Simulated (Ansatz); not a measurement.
# C₂H₇FOSi: up Jacob's ladder to CCSD(T)

An exercise on one series of results from a longer session: the logs are not shown, and one member is left open.

Computed with Ansatz 0.2.0, Gaussian basis. Level: functionals in def2-TZVPP, the program's frozen cores in correlated methods.

The runs, in order: LDA (SPW92), PBE-D4, revPBE-D4, BLYP-D4, r2SCAN-D4, B97M-V, PBE0-D4, B3LYP-D4, r2SCANh-D4, r2SCAN0-D4, HSE06-D4, BHLYP-D4, CAM-B3LYP-D4, LC-ωPBE, ωB97X-V, ωB97M-V, B2PLYP, PBE-QIDH; CCSD(T)/def2-SVP; CCSD(T)/def2-TZVPP; MP2/def2-QZVPP; extrapolation to the limit; RPA on PBE.

### The relaxed structure

An earlier PBE0-D4 in a triple-zeta def2 set relaxation fixed the geometry.

SMILES `CC[SiH](O)F`, 12 atoms, charge 0, spin multiplicity 1.

Atoms are counted from 1 here; the program's logs count them from 0.

Bond lengths: C1–C2 1.528 Å, C1–H6 1.092 Å, C1–H7 1.093 Å, C1–H8 1.093 Å, C2–Si3 1.857 Å, C2–H9 1.097 Å, C2–H10 1.096 Å, Si3–O4 1.636 Å, Si3–F5 1.602 Å, Si3–H11 1.479 Å, O4–H12 0.958 Å. Angles: C2–C1–H6 111.5°, C2–C1–H7 111.5°, C2–C1–H8 111.4°, H6–C1–H7 107.7°, H6–C1–H8 107.4°, H7–C1–H8 107.1°, C1–C2–Si3 113.5°, C1–C2–H9 110.7°, C1–C2–H10 110.6°, Si3–C2–H9 108.5°, Si3–C2–H10 107.7°, H9–C2–H10 105.6°, C2–Si3–O4 113.2°, C2–Si3–F5 107.4°, C2–Si3–H11 113.4°, O4–Si3–F5 109.7°, O4–Si3–H11 105.1°, F5–Si3–H11 107.9° and more.

Set-up of the first run:

in.yaml

```yaml
crystal:
  periodic: [false, false, false]
  atoms:
    - {symbol: C, position_ang: [0.569072, 0.494026, 1.371305]}
    - {symbol: C, position_ang: [0.278007, 0.780787, -0.100722]}
    - {symbol: Si, position_ang: [-0.848752, -0.467175, -0.888984]}
    - {symbol: O, position_ang: [-0.245478, -1.987147, -0.861279]}
    - {symbol: F, position_ang: [-1.086308, -0.007809, -2.404990]}
    - {symbol: H, position_ang: [1.220191, 1.255352, 1.806657]}
    - {symbol: H, position_ang: [1.058538, -0.474086, 1.501029]}
    - {symbol: H, position_ang: [-0.349590, 0.472545, 1.963494]}
    - {symbol: H, position_ang: [1.209139, 0.822070, -0.678654]}
    - {symbol: H, position_ang: [-0.184547, 1.767655, -0.216822]}
    - {symbol: H, position_ang: [-2.169435, -0.564742, -0.231502]}
    - {symbol: H, position_ang: [0.626166, -2.146677, -1.225431]}
basis:
  gaussian: {orbitals: def2-TZVPP}
hamiltonian: {xc: lda}
output: {orbitals: {seedname: orbitals}}
```

Run with:

```
ansatz run in.yaml --threads 4 --pin off --events-out ev --progress --plain --max-ram 10444MiB
```

Steps of the session up to this table: LDA; PBE-D4 (GGA); revPBE-D4 (GGA); BLYP-D4 (GGA); r2SCAN-D4 (meta-GGA); B97M-V (meta-GGA); B3LYP-D4 (hybrid); r2SCANh-D4 (hybrid); r2SCAN0-D4 (hybrid); HSE06-D4 (hybrid); BHLYP-D4 (hybrid); CAM-B3LYP-D4 (range-separated); LC-ωPBE (range-separated); ωB97X-V (range-separated); ωB97M-V (range-separated); B2PLYP (double hybrid); PBE-QIDH (double hybrid).

One of the session's tables, all rows but one given; the rest of the session is left out.

It belongs to the step «Frontier levels by functional». 

| functional | HOMO (eV) | LUMO (eV) | gap (eV) |
| --- | --- | --- | --- |
| LDA (SPW92) | -7.13 | -0.40 | 6.73 |
| PBE-D4 | -7.03 | -0.23 | 6.80 |
| revPBE-D4 | -6.99 | -0.15 | 6.84 |
| BLYP-D4 | ? | ? | ? |
| r2SCAN-D4 | -7.34 | 0.45 | 7.79 |
| B97M-V | -7.45 | 0.00 | 7.45 |
| PBE0-D4 | -8.43 | 0.64 | 9.06 |
| B3LYP-D4 | -8.24 | 0.27 | 8.51 |
| r2SCANh-D4 | -7.85 | 0.71 | 8.57 |
| r2SCAN0-D4 | -8.63 | 1.08 | 9.71 |
| HSE06-D4 | -8.02 | 0.27 | 8.29 |
| BHLYP-D4 | -9.78 | 1.26 | 11.04 |
| CAM-B3LYP-D4 | -9.85 | 1.40 | 11.25 |
| LC-ωPBE | -11.17 | 2.74 | 13.91 |
| ωB97X-V | -10.84 | 2.53 | 13.36 |
| ωB97M-V | -10.69 | 2.06 | 12.75 |

Estimate the missing values for BLYP-D4.

Worked estimate for «HOMO (eV)». Against the share of exact exchange, B3LYP-D4 (0.2, -8.24), BHLYP-D4 (0.5, -9.78) give a slope of -5.13 per unit share; at 0 the line stands at -7.21.

As computed: HOMO (eV): -6.96; LUMO (eV): -0.26; gap (eV): 6.70. In «HOMO (eV)» the line misses by -0.25.
